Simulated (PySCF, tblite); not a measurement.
**C3H14NPSi2: infrared bands and NMR shifts**

What infrared bands and NMR shifts should C3H14NPSi2 (`C=P(C)(C)N([SiH3])[SiH3]`) show?

Programs: tblite 0.8.0 and PySCF 2.14.0, with density-fitted response routines of our own. Each step states its level of theory. These are calculated values for one molecule in the gas phase, unless marked as measured. Atoms are numbered from 0 throughout.

## Step 1: The starting structure

21 atoms, charge 0, multiplicity 1; geometry from: GFN2-xTB.

Bonds of the start (Å): C0–P1 1.76, P1–C2 1.83, P1–C3 1.83, P1–N4 1.62, N4–Si5 1.72, N4–Si6 1.85, C0–H7 1.09, C0–H8 1.09, C2–H9 1.09, C2–H10 1.09, C2–H11 1.09, C3–H12 1.09, C3–H13 1.09, C3–H14 1.09, Si5–H15 1.46, Si5–H16 1.46, Si5–H17 1.47, Si6–H18 1.47, Si6–H19 1.51, Si6–H20 1.47.

## Step 2: Harmonic vibrations with GFN2-xTB

What the job is given:

```
{"job": {"kind": "ir", "xc": "GFN2-xTB", "basis": "xTB"}, "charge": 0, "multiplicity": 1}
C     -0.531276    -0.989229    -1.659898
P     -0.675743    -0.105178    -0.147107
C     -1.510062     1.520783    -0.243814
C     -1.497914    -0.983904     1.232051
N      0.908442     0.071861     0.140238
Si     1.685480     0.884077     1.448445
Si     1.617494    -0.767953    -1.343217
H     -0.989555    -1.976812    -1.581743
H     -1.017103    -0.448878    -2.474199
H     -2.573776     1.396993    -0.443086
H     -1.046403     2.076775    -1.057825
H     -1.367205     2.064665     0.688836
H     -1.333334    -0.440759     2.161601
H     -1.045924    -1.972102     1.310242
H     -2.566243    -1.082079     1.042358
H      2.386697     2.065444     0.947129
H      2.575594    -0.050277     2.131349
H      0.620190     1.314019     2.372907
H      1.641592     0.138260    -2.503875
H      3.027862    -0.474722    -0.886828
H      1.682266    -2.224040    -1.134037
```

**Question.** This job is followed by: GIAO PBE0/pcSseg-1 NMR shielding, non-relativistic, gas phase. Predict these results of the whole session: strongest single infrared mode (GFN2-xTB); zero-point energy (GFN2-xTB); 13C shifts against TMS (PBE0/pcSseg-1, means over atoms taken as alike); 1H shifts against TMS (PBE0/pcSseg-1, means over atoms taken as alike); 31P shifts against H3PO4 (PBE0/pcSseg-1); 15N shifts against NH3 (PBE0/pcSseg-1); 29Si shifts against TMS (PBE0/pcSseg-1, means over atoms taken as alike).

The runs gave:

```
                                                                quantity                  value
                               strongest single infrared mode (GFN2-xTB)  1135 cm⁻¹, 536 km/mol
                                            zero-point energy (GFN2-xTB)          95.5 kcal/mol
 13C shifts against TMS (PBE0/pcSseg-1, means over atoms taken as alike)         34.8, 19.9 ppm
  1H shifts against TMS (PBE0/pcSseg-1, means over atoms taken as alike)   5.06, 1.57, 1.23 ppm
                                31P shifts against H3PO4 (PBE0/pcSseg-1)               13.8 ppm
                                  15N shifts against NH3 (PBE0/pcSseg-1)               47.1 ppm
29Si shifts against TMS (PBE0/pcSseg-1, means over atoms taken as alike)             -105.6 ppm
```

No mode is imaginary among the 57: a minimum at this level. The strongest single mode, at 1135 cm⁻¹, moves mainly N4. GFN2-xTB is a fitted tight-binding method: band positions and strengths are rough. Its intensities can rank the bands wrongly. At PBE0/pcSseg-1: Shielding is most anisotropic at Si5, Si6 (span 187 ppm, paramagnetic term -423 ppm).
